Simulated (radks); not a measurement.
# Sc⁴⁺ in [He] 2s2 2p5 3s2 3p5 4p1: an all-electron calculation

Wanted: eigenvalues, radial structure and energy terms of the scandium ion Sc4+.

The numbers are computed with radks (a radial shooting solver on a logarithmic mesh, Libxc functionals) version 1 (scalar-relativistic Kohn-Sham, LDA (Slater exchange, VWN5 correlation), spin-polarised, spherical densities, finite nucleus; open shells are filled with parallel spins first), except any that are marked as measured or tabulated.

### Step 1. Starting point

| Quantity | Value |
| --- | --- |
| element | scandium (Z = 21) |
| charge | +4 |
| electrons | 17 |
| configuration | [He] 2s2 2p5 3s2 3p5 4p1 |
| nuclear rms radius | 3.5459 fm |

Outer shells as boxes (Hund's rule):

Sc⁴⁺
```
[He] core
2s [↑↓]
2p [↑↓][↑↓][↑ ]
3s [↑↓]
3p [↑↓][↑↓][↑ ]
4p [↑ ][  ][  ]
```

### Step 2. The run

Settings of this run:

```text
Z 21
configuration [He] 2s2 2p5 3s2 3p5 4p1
relativity scalar-relativistic
functional lda,vwn5
spin polarised
nucleus finite rms 3.5459 fm
c 137.035999084
```

On the command line:

```bash
$ python run_ks.py task.json out
```

The same process makes all the runs of this session.

**Question.** What will this run give?

As calculated:

| quantity | value |
| --- | --- |
| total energy | -742.03886 hartree |
| exchange-correlation share of it | 4.55 % |
| −T/E | 1.0073 |
| highest occupied level | 4p up, -35.061 eV |
| most extended occupied level | 4p up, <r> = 2.53 bohr |
| radius at density 0.001 e/bohr³ | 3.66 bohr |
| maxima of the radial density | 3 |

**Reading.** The radial density shows 3 maxima for 4 occupied principal shells; where shells overlap, one shows as a shoulder or not at all. −T/E is 1.007: with relativity the kinetic term as defined here no longer equals −E. This is not the tabulated ground configuration, so its levels and sizes aren't those of the ground state, and no measured value stands beside it.
